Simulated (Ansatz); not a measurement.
**GeHSe (quartet): from Hartree-Fock to the top rungs, cc-pVDZ**

How much of the correlation energy of GeHSe (quartet) does each wave-function method recover here?

Method: cc-pVDZ, core rule «outside noble gas», up to 28 orbitals frozen; program: Ansatz 0.2.0, Gaussian basis.

Plan: UHF; CCSD(T) on ROHF; CCSD(T) on UHF; BCCD(T) on ROHF; CISD; CCSDT(Q) on ROHF; CCSDT(Q) on UHF; CCSDTQ on ROHF; CCSDTQ on UHF; CASSCF and MRCISD+Q, 11 electrons in 9 orbitals; CASSCF and NEVPT2, 11 electrons in 9 orbitals.

2 further runs of the same task are left out: 2 set aside as unsound or not needed.

### 1 The geometry

The geometry is a PBE0/def2-TZVP stationary point (not a proven minimum) of the parent state, kept for this charge and spin. No spin-orbit coupling is included. The filled d shell of Ge, Se may be among the frozen orbitals whatever the setting's name suggests; the logs give the count.

3 atoms, charge 0, spin multiplicity 4.

Atoms are counted from 1 here; the program's logs count them from 0.

Bond lengths: Ge1–Se2 2.336 Å, Se2–H3 1.476 Å. Angles: Ge1–Se2–H3 98.4°.

### 2 UHF

Contents of in.yaml:

```yaml
crystal:
  periodic: [false, false, false]
  atoms:
    - {symbol: Ge, position_ang: [0.000000, -0.451431, 1.639402]}
    - {symbol: Se, position_ang: [0.000000, -0.501937, -0.696081]}
    - {symbol: H, position_ang: [0.000000, 0.953367, -0.943321]}
basis:
  gaussian: {orbitals: cc-pVDZ}
magnetization: {spin_polarized: true, initial_magnetization: 3}
hamiltonian: {xc: hf}
output: {orbitals: {seedname: orbitals}}
```

Command:

```sh
$ ansatz run in.yaml --threads 1 --pin off --events-out ev --progress --plain --max-ram 4096MiB --backend cpu
```

After this run come: CCSD(T) on ROHF; CCSD(T) on UHF; BCCD(T) on ROHF; CISD; CCSDT(Q) on ROHF; CCSDT(Q) on UHF; CCSDTQ on ROHF; CCSDTQ on UHF; CASSCF and MRCISD+Q, 11 electrons in 9 orbitals; CASSCF and NEVPT2, 11 electrons in 9 orbitals.

Q: Predict the results of all the runs planned. Wanted: UCCSDTQ below the RHF energy; RMP2 from UCCSDTQ; UMP2 from UCCSDTQ; RCCSD from UCCSDTQ; RCCSD(T) from UCCSDTQ; UCCSD(T) from UCCSDTQ; RCCSDT(Q) from UCCSDTQ; UCCSDT(Q) from UCCSDTQ; NEVPT2 valence from UCCSDTQ.

The runs gave:

```
                         quantity                                                    value
     UCCSDTQ below the RHF energy                                               -5.2830 eV
                RMP2 from UCCSDTQ                                             +92.8 kJ/mol
                UMP2 from UCCSDTQ                                             +90.7 kJ/mol
               RCCSD from UCCSDTQ                                             +19.8 kJ/mol
            RCCSD(T) from UCCSDTQ                                              +5.1 kJ/mol
            UCCSD(T) from UCCSDTQ                                              +3.4 kJ/mol
           RCCSDT(Q) from UCCSDTQ                                              +1.7 kJ/mol
           UCCSDT(Q) from UCCSDTQ                                               0.0 kJ/mol
      NEVPT2 valence from UCCSDTQ                                             +94.1 kJ/mol
    MRCISD+Q valence from UCCSDTQ                                              +5.5 kJ/mol
levels within 1 kcal/mol (43 meV)  UCCSD(T), RCCSDT, UCCSDT, RCCSDT(Q), UCCSDT(Q), RCCSDTQ
                    T1 diagnostic                                                    0.033
   effectively unpaired electrons                                                     3.02
```

In words: RCCSD(T) lands +5.1 kJ/mol from the yardstick (1.0 % of the correlation energy). One determinant dominates. Of the multireference levels listed MRCISD+Q valence comes nearest in total energy (+5.5 kJ/mol), which doesn't show that its space is the better one. These misses are within one basis, not against nature; the frozen cores of restricted and unrestricted runs differ, which can shift their rows.
